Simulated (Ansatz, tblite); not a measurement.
# The cluster CrPb₁₂: one state, many levels

The task here is to estimate one member of a computed series from the others.

Method: as each input shows; program: Ansatz 0.2.0, Gaussian basis.

Plan: GFN1-xTB, GFN2-xTB, PBE-D4/def2-TZVP, r2SCAN-D4/def2-TZVP, r2SCANh-D4/def2-TZVP, PBE-D4/def2-SVP, PBE0-D4/def2-SVP, MP2/def2-SVP, RPA/def2-SVP.

2 further runs of the same task are left out: 2 set aside as unsound or not needed.

**The geometry**

The singlet was relaxed beforehand with PBE-D4/def2-SVP. At that level it is the lowest of the isomers that a small search found.

13 atoms, charge 0, spin multiplicity 1.

Bond lengths: Cr1–Pb3 3.115 Å, Cr1–Pb4 2.720 Å, Cr1–Pb6 3.355 Å, Cr1–Pb8 3.356 Å, Cr1–Pb9 2.720 Å, Cr1–Pb10 3.117 Å, Cr1–Pb11 3.117 Å, Cr1–Pb12 2.720 Å, Cr1–Pb13 3.354 Å, Pb2–Pb5 3.221 Å, Pb2–Pb6 3.231 Å, Pb2–Pb7 3.222 Å, Pb2–Pb8 3.230 Å, Pb2–Pb10 3.218 Å, Pb3–Pb4 3.399 Å, Pb3–Pb5 3.219 Å, Pb3–Pb6 3.272 Å, Pb3–Pb9 3.400 Å and more. Angles: Pb3–Cr1–Pb4 70.9°, Pb3–Cr1–Pb6 60.6°, Pb3–Cr1–Pb8 149.5°, Pb3–Cr1–Pb9 70.9°, Pb3–Cr1–Pb10 119.1°, Pb3–Cr1–Pb11 119.1°, Pb3–Cr1–Pb12 146.5°, Pb3–Cr1–Pb13 60.6°, Pb4–Cr1–Pb6 128.3°, Pb4–Cr1–Pb8 128.2°, Pb4–Cr1–Pb9 84.8°, Pb4–Cr1–Pb10 146.5°, Pb4–Cr1–Pb11 70.9°, Pb4–Cr1–Pb12 84.7°, Pb4–Cr1–Pb13 64.0°, Pb6–Cr1–Pb8 103.3°, Pb6–Cr1–Pb9 64.0°, Pb6–Cr1–Pb10 60.6° and more.

Pb takes a core potential in the def2 sets. No spin-orbit coupling is included.

PBE0-D4/def2-TZVP was run before; its log isn't repeated, and its numbers join the tables.

The first run:

Tight binding, by tblite at 300 K electronic temperature and without a spin-polarisation term:

```python
tblite.interface.Calculator('GFN1-xTB', numbers, positions, charge=0, uhf=0).singlepoint()
```

Tight binding, by tblite at 300 K electronic temperature and without a spin-polarisation term:

```python
tblite.interface.Calculator('GFN2-xTB', numbers, positions, charge=0, uhf=0).singlepoint()
```

start.molden holds the orbitals of an earlier run on this state, given as this run's starting guess.

File in.yaml:

```yaml
crystal:
  periodic: [false, false, false]
  atoms:
    - {symbol: Cr, position_ang: [-0.273229, -0.627769, -0.319917]}
    - {symbol: Pb, position_ang: [0.714472, 2.991422, -0.546961]}
    - {symbol: Pb, position_ang: [2.483595, -1.864868, 0.437443]}
    - {symbol: Pb, position_ang: [-0.671919, -3.079028, 0.788422]}
    - {symbol: Pb, position_ang: [2.498607, 1.192995, 1.442734]}
    - {symbol: Pb, position_ang: [2.518430, 0.586229, -1.729451]}
    - {symbol: Pb, position_ang: [-0.483631, 2.061782, 2.295722]}
    - {symbol: Pb, position_ang: [-2.354253, 2.005122, -0.336787]}
    - {symbol: Pb, position_ang: [0.691170, -2.020720, -2.447508]}
    - {symbol: Pb, position_ang: [-0.492328, 1.134934, -2.881730]}
    - {symbol: Pb, position_ang: [-2.490652, -0.415692, 1.859826]}
    - {symbol: Pb, position_ang: [-2.701831, -1.032740, -1.476232]}
    - {symbol: Pb, position_ang: [0.561568, -0.931657, 2.914437]}
basis:
  gaussian: {orbitals: def2-TZVP, fitting: {mean_field: def2-universal-jkfit}, initial_orbitals: start.molden}
hamiltonian: {xc: pbe, dispersion: d4}
scf: {omitted_lower_state_checks: [starts]}
output: {forces: true, orbitals: {seedname: orbitals}}
```

On the command line:

```bash
$ ansatz run in.yaml --threads 2 --pin off --events-out ev --progress --plain --max-ram 22528MiB --backend cuda --devices 0, --max-vram 18GiB
```

Among the steps run: PBE-D4/def2-TZVP; r2SCAN-D4/def2-TZVP; r2SCANh-D4/def2-TZVP; PBE-D4/def2-SVP; PBE0-D4/def2-SVP; MP2/def2-SVP; RPA/def2-SVP.

One table of the session follows, with a row left open; its other results are not shown here.

It belongs to the step «Binding energy». 

| level | binding an atom (eV) |
| --- | --- |
| HF/def2-SVP | 0.558 |
| PBE-D4/def2-SVP | 2.760 |
| PBE-D4/def2-TZVP | 2.773 |
| r2SCAN-D4/def2-TZVP | 2.460 |
| r2SCANh-D4/def2-TZVP | 2.371 |
| PBE0-D4/def2-SVP | 2.447 |
| PBE0-D4/def2-TZVP | ? |
| RPA/def2-SVP | 2.046 |
| MP2/def2-SVP | 2.415 |

Estimate the missing values for PBE0-D4/def2-TZVP.

As computed: binding an atom (eV): 2.479. In the column «binding an atom (eV)» it lies between r2SCAN-D4/def2-TZVP (2.460) and PBE-D4/def2-SVP (2.760).

Limits of these values: Free atoms were run apart at each level; binding is atoms less cluster, divided by the number of atoms, without zero-point or spin-orbit terms.
